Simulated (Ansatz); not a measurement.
Working through a convergence test of the k-point mesh of Al₂O₃, space group P-6m2

Computed with the Ansatz DFT code, driven from Python.

Interactive session:
```pycon
>>> import csv
>>> import ansatz as az
>>> from pymatgen.core import Lattice, Structure
>>> from pymatgen.io.ase import AseAtomsAdaptor
>>> XC = "r2scan"
>>> SMEARING = "Fixed"
>>> pmg_structure = Structure(
...     Lattice([[2.88432, 0.0, 0.0], [-1.44216, 2.4979, 0.0], [0.0, 0.0, 9.33675]]),
...     ["Al", "Al", "O", "O", "O"],
...     [
...         [0.0, 0.0, 0.14999],
...         [0.0, 0.0, 0.85001],
...         [1 / 3, 2 / 3, 0.22232],
...         [2 / 3, 1 / 3, 0.0],
...         [1 / 3, 2 / 3, 0.77768],
...     ],
... )
>>> system = az.Crystal.from_ase(AseAtomsAdaptor.get_atoms(pmg_structure))
>>> model = system.calculation().functional(XC).occupations(SMEARING)
>>> rows = []
>>> for value in [(3, 3, 1), (4, 4, 1), (6, 6, 2), (7, 7, 2), (9, 9, 3), (11, 11, 3)]:
...     summary = model.kpoints(*value).run().report
...     rows.append((value, summary["free_energy_ev"] / len(summary["lattice"]["sites"]), summary["n_iterations"], summary["n_kpoints"]))
...
DeckWarning: basis.ecutwfc = 500 eV, auto-derived from the records' recommended cutoffs: set by Al (their level for a meta-GGA)
>>> with open("kconv.csv", "w", newline="") as handle:
...     writer = csv.writer(handle)
...     writer.writerow(["mesh", "F/atom (eV)", "iterations", "k-points"])
...     writer.writerows([round(v, 5) if isinstance(v, float) else v for v in row] for row in rows)
...
38
>>> # differences from the last row
>>> for row in rows[:-1]:
...     shift = 1000 * (row[1] - rows[-1][1])
...     print(f"{row[0]}: {shift:+.2f} meV/atom" + ("  (within 2 meV)" if abs(shift) < 2 else ""))
...
(3, 3, 1): +26.28 meV/atom
(4, 4, 1): +3.55 meV/atom
(6, 6, 2): +0.09 meV/atom  (within 2 meV)
(7, 7, 2): +0.02 meV/atom  (within 2 meV)
(9, 9, 3): -0.00 meV/atom  (within 2 meV)
```

`kconv.csv`, as written:
```csv
mesh,F/atom (eV),iterations,k-points
"(3, 3, 1)",-558.77503,8,3
"(4, 4, 1)",-558.79776,8,4
"(6, 6, 2)",-558.80121,8,14
"(7, 7, 2)",-558.80129,8,16
"(9, 9, 3)",-558.80131,8,24
"(11, 11, 3)",-558.80131,8,32
```

From 6×6×2 on it stays within 2 meV an atom of the value at 11×11×3; the first row (3×3×1) is off by 26.3 meV and the last but one by 0.00 meV.

The structure comes from a database of computed cells and needn't be a stable or known phase. Warnings are shown shortened and without file and line. Shifts are counted from the finest mesh, which is itself no proven limit. Timing: 23 s on 1 thread of Arm Neoverse V2, on a shared host, peak memory 0.58 GiB.

(Lines on the test bed's own set-up are left out of the output.)
